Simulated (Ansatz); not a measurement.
# SiAsH₃+ (doublet): from Hartree-Fock to the top rungs, cc-pVDZ

How much of the correlation energy of SiAsH₃+ (doublet) does each wave-function method recover here?

The runs use Ansatz 0.2.0, Gaussian basis; cc-pVDZ, core rule «outside noble gas», up to 19 orbitals frozen.

To be run: UHF; CCSD(T) on ROHF; CCSD(T) on UHF; BCCD(T) on ROHF; CISD as a restricted active space (open shells left free, so some higher excitations enter); CCSDT(Q) on ROHF; CCSDT(Q) on UHF; CASSCF and MRCISD+Q, 11 electrons in 11 orbitals; CASSCF and NEVPT4(SD), 11 electrons in 11 orbitals; CASSCF and NEVPT2, 11 electrons in 11 orbitals.

3 further runs of the same task are left out: 3 set aside as unsound or not needed. Runs told in other sessions of the task aren't counted.

## 1. The system

The geometry is a PBE0/def2-TZVP stationary point (not a proven minimum) of the parent state, kept for this charge and spin. No spin-orbit coupling is included. The filled d shell of As may be among the frozen orbitals whatever the setting's name suggests.

5 atoms, charge 1, spin multiplicity 2.

Atoms are counted from 1 here; the program's logs count them from 0.

Bond lengths: Si1–As2 2.171 Å, Si1–H3 1.704 Å, Si1–H4 1.493 Å, Si1–H5 1.493 Å, As2–H3 1.707 Å. Angles: As2–Si1–H3 50.5°, As2–Si1–H4 126.6°, As2–Si1–H5 126.6°, H3–Si1–H4 108.5°, H3–Si1–H5 108.5°, H4–Si1–H5 106.0°, Si1–As2–H3 50.4°, Si1–H3–As2 79.1°.

## 2. UHF

in.yaml reads:

```yaml
crystal:
  periodic: [false, false, false]
  atoms:
    - {symbol: Si, position_ang: [-0.041835, 0.000000, 1.526862]}
    - {symbol: As, position_ang: [-0.003359, 0.000000, -0.643757]}
    - {symbol: H, position_ang: [1.292447, 0.000000, 0.467020]}
    - {symbol: H, position_ang: [0.061472, 1.192704, 2.419746]}
    - {symbol: H, position_ang: [0.061472, -1.192704, 2.419746]}
basis:
  gaussian: {orbitals: cc-pVDZ}
total_charge: 1
magnetization: {spin_polarized: true, initial_magnetization: 1}
hamiltonian: {xc: hf}
output: {orbitals: {seedname: orbitals}}
```

The run is started by

```bash
> ansatz run in.yaml --threads 1 --pin off --events-out ev --progress --plain --max-ram 4096MiB --backend cpu
```

The runs that follow: CCSD(T) on ROHF; CCSD(T) on UHF; BCCD(T) on ROHF; CISD as a restricted active space (open shells left free, so some higher excitations enter); CCSDT(Q) on ROHF; CCSDT(Q) on UHF; CASSCF and MRCISD+Q, 11 electrons in 11 orbitals; CASSCF and NEVPT4(SD), 11 electrons in 11 orbitals; CASSCF and NEVPT2, 11 electrons in 11 orbitals.

Q: Predict the results of all the runs planned. Wanted: UCCSDT(Q) from the RHF energy; RMP2 from UCCSDT(Q); UMP2 from UCCSDT(Q); RCCSD from UCCSDT(Q); RCCSD(T) from UCCSDT(Q); UCCSD(T) from UCCSDT(Q); RCCSDT(Q) from UCCSDT(Q); NEVPT2 valence from UCCSDT(Q); NEVPT4(SD) valence from UCCSDT(Q).

The runs gave:

| quantity | value |
| --- | --- |
| UCCSDT(Q) from the ROHF energy | -6.1140 eV |
| RMP2 from UCCSDT(Q) | +1271.6 meV |
| UMP2 from UCCSDT(Q) | +1280.6 meV |
| RCCSD from UCCSDT(Q) | +234.4 meV |
| RCCSD(T) from UCCSDT(Q) | +46.7 meV |
| UCCSD(T) from UCCSDT(Q) | +44.5 meV |
| RCCSDT(Q) from UCCSDT(Q) | +3.2 meV |
| NEVPT2 valence from UCCSDT(Q) | +977.4 meV |
| NEVPT4(SD) valence from UCCSDT(Q) | +126.9 meV |
| MRCISD+Q valence from UCCSDT(Q) | +24.2 meV |
| levels within 1 kcal/mol (43 meV) | RCCSDT, UCCSDT, RCCSDT(Q), MRCISD+Q valence |
| T1 diagnostic | 0.020 |
| effectively unpaired electrons | 1.04 |

**Reading.** RCCSD(T) misses by +46.7 meV, 0.8 % of the correlation energy. One determinant dominates. Of the multireference levels listed MRCISD+Q valence comes nearest in total energy (+24.2 meV), which doesn't show that its space is the better one. These misses are within one basis, not against nature; the frozen cores of restricted and unrestricted runs differ, which can shift their rows.

With open shells the CI space here admits some higher excitations, so it is larger than plain CISD.
